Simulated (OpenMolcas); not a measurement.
# Ag⁵⁺ among point charges: CASSCF and CASPT2 levels and susceptibility

How does a field of 2 point charges split the states of Ag⁵⁺, and what χT follows?

Method: state-averaged CASSCF and CASPT2, spin-orbit coupling by RASSI with atomic mean-field integrals. Code: OpenMolcas 26.06.

### Step 1. Starting point

| Quantity | Value |
| --- | --- |
| Species | Ag⁵⁺ (silver, Z = 47, 42 electrons) |
| Basis | ANO-RCC-VDZP [6s5p3d1f], 43 functions |
| Scalar Hamiltonian | DKH2, point nucleus |
| Inactive shells | 1s 2s 2p 3s 3p 3d 4s 4p |
| Active space | 6 electrons in 5 orbitals (4d) |
| Some configurations of this space | 4d⁶ |
| Orbitals | optimised for each spin and parity, averaged over all roots |

Outer shells as boxes (Hund's rule):

4d6
```
4d [↑↓][↑ ][↑ ][↑ ][↑ ]
```

The ion sits among 2 point charges of -2 e arranged as a linear pair (D∞h), 2.32 Å from the ion.

Each step is its own input file, run in one work folder so that later steps find the files of earlier ones. Labels, J, g values, rates, χT and fits are worked out afterwards by a script from the matrices that RASSI stores. The input lists half of the charges; inversion (Group=XYZ) makes the rest.

### Step 2. GATEWAY and SEWARD: basis and integrals

Input file a.inp:

```
&GATEWAY
Coord
1

Ag 0.0 0.0 0.0
Basis=ANO-RCC-VDZP
Group=XYZ
NoMove
AngMom=0.0 0.0 0.0
AMFI
XField
1 Angstrom 0
0.000000 0.000000 2.320000 -2.000000
&SEWARD
```

Run with:

```bash
OMP_NUM_THREADS=1 MOLCAS_MEM=1689 MOLCAS_PROJECT=a pymolcas a.inp > a.log
```

### Step 3. Reference wave functions, quintets of even parity, 5 roots

Input file a.inp:

```
&RASSCF
FileOrb=start.orb
Symmetry=1
Spin=5
nActEl=6 0 0
Inactive=9 9
Ras2=5 0
CIRoot=5 5 1
SDav=5
CIMx=300
Iter=120 100
PrWF=0.3
OrbListing=Nothing
MaxOrb=0
>>> COPY $Project.JobIph JOB001
```

start.orb holds the contracted functions of the basis, ordered by shell, or the orbitals of the step before.

### Step 4. CASSCF: triplets of even parity, 45 roots

Input file a.inp:

```
&RASSCF
FileOrb=start.orb
Symmetry=1
Spin=3
nActEl=6 0 0
Inactive=9 9
Ras2=5 0
CIRoot=45 45 1
SDav=45
CIMx=300
Iter=120 100
PrWF=0.3
OrbListing=Nothing
MaxOrb=0
>>> COPY $Project.JobIph JOB002
```

### Step 5. Reference wave functions, singlets of even parity, 50 roots

Input file a.inp:

```
&RASSCF
FileOrb=start.orb
Symmetry=1
Spin=1
nActEl=6 0 0
Inactive=9 9
Ras2=5 0
CIRoot=50 50 1
SDav=50
CIMx=300
Iter=120 100
PrWF=0.3
OrbListing=Nothing
MaxOrb=0
>>> COPY $Project.JobIph JOB003
```

### Step 6. State interaction with spin-orbit coupling

Input file a.inp:

```
&RASSI
NrOfJobIphs=3 5 45 50
1 2 3 4 5
1 2 3 4 5 6 7 8 9 10 11 12 13 14 15 16 17 18 19 20 21 22 23 24 25 26 27
28 29 30 31 32 33 34 35 36 37 38 39 40 41 42 43 44 45
1 2 3 4 5 6 7 8 9 10 11 12 13 14 15 16 17 18 19 20 21 22 23 24 25 26 27
28 29 30 31 32 33 34 35 36 37 38 39 40 41 42 43 44 45 46 47 48 49 50
IphNames
JOB001
JOB002
JOB003
EJob
SpinOrbit
DIPRint=1.0
SOCoupling=1000.0
Subsets=2
Property=9
'ANGMOM' 1 'ANGMOM' 2 'ANGMOM' 3 'MLTPL  1' 1 'MLTPL  1' 2 'MLTPL  1' 3
'AMFI' 1 'AMFI' 2 'AMFI' 3
SOProperty=3
'ANGMOM' 1 'ANGMOM' 2 'ANGMOM' 3
```

### Step 7. CASPT2: IPEA 0.25, imaginary shift 0.1 (closed shells correlated: 4s 4p)

Input file a.inp:

```
>>> COPY JOB001 $Project.JobIph
&CASPT2
Multistate=5 1 2 3 4 5
NoMult
Frozen=8 6
IPEA=0.25
Imaginary=0.1
MaxIter=60
WThr=0.0 0.3 0.05
PrWF=0.5
NoMix
>>> COPY JOB002 $Project.JobIph
&CASPT2
Multistate=45 1 2 3 4 5 6 7 8 9 10 11 12 13 14 15 16 17 18 19 20 21 22
23 24 25 26 27 28 29 30 31 32 33 34 35 36 37 38 39 40 41 42 43 44 45
NoMult
Frozen=8 6
IPEA=0.25
Imaginary=0.1
MaxIter=60
WThr=0.0 0.3 0.05
PrWF=0.5
NoMix
>>> COPY JOB003 $Project.JobIph
&CASPT2
Multistate=50 1 2 3 4 5 6 7 8 9 10 11 12 13 14 15 16 17 18 19 20 21 22
23 24 25 26 27 28 29 30 31 32 33 34 35 36 37 38 39 40 41 42 43 44 45 46
47 48 49 50
NoMult
Frozen=8 6
IPEA=0.25
Imaginary=0.1
MaxIter=60
WThr=0.0 0.3 0.05
PrWF=0.5
NoMix
```

(Steps that only read results are left out.)

**Question.** What will these runs give? Wanted: spin-free ground state; first state of the same spin within the active space; lowest level; next level.

As calculated:

| quantity | value |
| --- | --- |
| method | SS-CASPT2, IPEA 0.25, imaginary shift 0.1 (closed shells correlated: 4s 4p) |
| spin-free ground state | 5Delta, 2-fold in its orbital part |
| first state of the same spin within the active space | 5Pi at 6590 cm⁻¹ |
| lowest level | 2-fold, g = 0.00, 0.00, 11.95 |
| next level | 1092.8 cm⁻¹ |
| χT at 300 K | 4.90 cm³ K/mol |
| effective moment at 300 K | 6.26 μB |

Cost by method:

| method | time of its own steps | time with the reference |
| --- | --- | --- |
| A. CASSCF | 39 s | 39 s |
| B. SS-CASPT2, IPEA 0.25, imaginary shift 0.1, +4s 4p | 8.9 s | 48 s |

Times are of one thread on a shared host.

In words: The spin-free ground state (5Delta) comes to 100 % from free-ion D terms and keeps the highest spin of the shell. χT at 300 K is 4.90, against 3.01 cm³ K/mol for the spin alone, so orbital moment adds to it. An active space of the d shell alone favours high spin; real ions in strong fields can be low spin. CASPT2 does not keep the components of a term degenerate, and the means are used. The field of point charges can differ much from that of real complexes. With metal d orbitals alone active, the gaps between spin states are rough; where two lie within a few thousand cm-1, their order is open. Point charges carry no covalency, so the field is a model and not that of real ligands.
